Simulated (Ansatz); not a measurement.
# CH6ClNSSi, SMILES CS[SiH](N)Cl: a geometry optimisation

Computed with Ansatz 0.2.0, Python API.

`ch6clnssi.xyz`
```text
11

C    -0.43240    1.39730   -1.22750
S     1.05170    1.08060   -0.36370
Si    0.45910   -0.37590    1.05370
N     0.09980   -1.73070    0.17970
Cl   -1.04990    0.25540    2.20760
H    -0.28150    2.19810   -2.02070
H    -0.85310    0.54510   -1.71290
H    -1.19290    1.87410   -0.56750
H     1.63300   -0.75920    1.96090
H    -0.17990   -2.49200    0.85710
H     0.81160   -2.04970   -0.34620
```

Interactive session:
```pycon
>>> import itertools
>>> import ansatz as az
>>> from ase.data import atomic_numbers, covalent_radii
>>> import numpy as np
>>> BASIS_SET = "6-31G*"
>>> XC = "cam_b3lyp"
>>> molecule = az.Crystal.molecule_from_extxyz("ch6clnssi.xyz")
>>> model = molecule.calculation().basis(gaussian=BASIS_SET).functional(XC)
>>> symbols = [site.symbol for site in molecule.cartesian_sites]
>>> start = np.array([site.position_ang for site in molecule.cartesian_sites], dtype=float)
>>> report = model.relax(force_tolerance=0.01).run(threads=1, pin="off").report
>>> end = np.array(report["positions_ang"])
>>> for key in ("converged", "free_energy_ev", "reference_energy_ev", "n_frozen", "n_occupied", "n_virtual"):
...     print(f"{key:22s} {report[key]}")
...
converged              True
free_energy_ev         -33861.28112701405
reference_energy_ev    -33861.28112701405
n_frozen               0
n_occupied             [33, 33]
n_virtual              [66, 66]
>>> # pairs closer than 1.2 times the sum of covalent radii, before or after
>>> radius = [covalent_radii[atomic_numbers[s]] for s in symbols]
>>> span = lambda where, i, j: np.linalg.norm(where[i] - where[j])
>>> bonded = [(i, j) for i, j in itertools.combinations(range(len(symbols)), 2) if min(span(start, i, j), span(end, i, j)) < 1.2 * (radius[i] + radius[j])]
>>> print("pair        before    after (A)")
pair        before    after (A)
>>> for i, j in bonded:
...     print(f"{symbols[i]}{i}-{symbols[j]}{j}".ljust(10), f"{span(start, i, j):8.4f} {span(end, i, j):8.4f}")
...
C0-S1        1.7461   1.8322
C0-H5        1.1372   1.0903
C0-H6        1.0672   1.0902
C0-H7        1.1141   1.0906
S1-Si2       2.1170   2.1170
Si2-N3       1.6518   1.7104
Si2-Cl4      2.0018   2.0762
Si2-H8       1.5323   1.4781
N3-H9        1.0567   1.0107
N3-H10       0.9407   1.0113
>>> for first, second in list(itertools.combinations(bonded, 2)):
...     shared = set(first) & set(second)
...     if shared and symbols[(j := shared.pop())] != "H":
...         i, k = sorted((set(first) | set(second)) - {j})
...         u, v = end[i] - end[j], end[k] - end[j]
...         angle = np.degrees(np.arccos(np.clip(u @ v / np.linalg.norm(u) / np.linalg.norm(v), -1, 1)))
...         print(f"final angle {symbols[i]}{i}-{symbols[j]}{j}-{symbols[k]}{k}: {angle:.2f} deg")
...
final angle S1-C0-H5: 106.98 deg
final angle S1-C0-H6: 110.80 deg
final angle S1-C0-H7: 110.53 deg
final angle C0-S1-Si2: 101.20 deg
final angle H5-C0-H6: 109.49 deg
final angle H5-C0-H7: 109.25 deg
final angle H6-C0-H7: 109.74 deg
final angle S1-Si2-N3: 110.33 deg
final angle S1-Si2-Cl4: 114.03 deg
final angle S1-Si2-H8: 104.33 deg
final angle N3-Si2-Cl4: 104.27 deg
final angle N3-Si2-H8: 118.08 deg
final angle Si2-N3-H9: 121.40 deg
final angle Si2-N3-H10: 120.99 deg
final angle Cl4-Si2-H8: 106.09 deg
final angle H9-N3-H10: 112.87 deg
>>> charges = report["charge_distribution"]
>>> dipole = np.array(charges["dipole_moment_e_ang"]) * 4.803205
>>> print("dipole (D): {:.3f} {:.3f} {:.3f}, length {:.3f}".format(*dipole, np.linalg.norm(dipole)))
dipole (D): -0.215 -2.196 -2.020, length 2.991
>>> print("atom  Mulliken   Lowdin")
atom  Mulliken   Lowdin
>>> for symbol, m, l in zip(symbols, charges["mulliken_charges_e"], charges["lowdin_charges_e"]):
...     print(f"{symbol:4s} {m:9.3f} {l:8.3f}")
...
C       -0.598   -0.439
S       -0.112    0.090
Si       0.624    0.040
N       -0.860   -0.511
Cl      -0.278   -0.027
H        0.193    0.136
H        0.199    0.140
H        0.200    0.139
H       -0.060   -0.069
H        0.347    0.250
H        0.344    0.250
>>> with open("ch6clnssi_opt.xyz", "w") as handle:
...     handle.write(f"{len(symbols)}\nrelaxed CH6ClNSSi\n")
...     handle.writelines(f"{s:2s} {x:11.6f} {y:11.6f} {z:11.6f}\n" for s, (x, y, z) in zip(symbols, end))
...
21
```

File `ch6clnssi_opt.xyz` afterwards:
```text
11
relaxed CH6ClNSSi
C    -0.438627    1.367565   -1.218841
S     1.083948    1.260128   -0.205369
Si    0.594781   -0.329544    1.104274
N     0.100792   -1.703150    0.212876
Cl   -1.010930    0.071506    2.357792
H    -0.209959    2.009674   -2.069799
H    -0.735861    0.381631   -1.576728
H    -1.251484    1.810547   -0.642267
H     1.777363   -0.457936    1.981678
H    -0.517076   -2.395976    0.612503
H     0.672554   -2.071343   -0.535618
```

Reading the output:
- The settings weren't tested for convergence.
- The end point is the stationary point reached from this start; no frequency run checks that it is a minimum, and the basis set is modest.
- The Löwdin charges here are taken after orthogonalising the functions within each atom; they differ from plain Löwdin charges, and their signs can be unphysical.
- It ran for 110 s on 1 thread of Arm Neoverse V1, with other jobs on the host, peak memory 0.35 GiB.
